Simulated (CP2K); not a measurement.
# NbCu in CP2K: the effect of dispersion

The system is NbCu.

```
Nb Cu
1.0
     3.62351    0.00000    0.00000
     1.81176    3.13805    0.00000
     1.81176    1.04602    2.95859
Nb Cu
1 1
Cartesian
  0.0000 0.0000 0.0000
  3.6235 2.0920 1.4793
```

The cell was built by a generator and needn't be a form met in nature.

Alike in all runs:

| Item | Value |
| --- | --- |
| Program | CP2K 2026.2 |
| Task | single point |
| Functional | BLYP |
| Potentials or basis | GTH_POTENTIALS Nb GTH-PBE-q13, Cu GTH-BLYP-q11; TZVP-MOLOPT-PBE-GTH basis |
| Density cutoff | 6123 eV |
| k mesh | 9 × 9 × 9 |
| Occupations | fermi-dirac, width 0.05 eV |
| Spin | no spin polarisation |

```csv
dispersion,pressure (GPa)
none,6.6
D2,-5.4
D3,-2.9
D3(BJ),?
D4,0.3
D3(BJ)+ATM,-5.6
```

Question: What does the run with dispersion D3(BJ) give?

Answer: Pressure -6.4 GPa.

Caveats: the potentials were made for another functional, which shifts forces and pressure; the basis of atomic orbitals isn't converged, which shifts pressures, moduli and gaps; pairwise dispersion overbinds metals, which lowers pressure and volume (some runs).
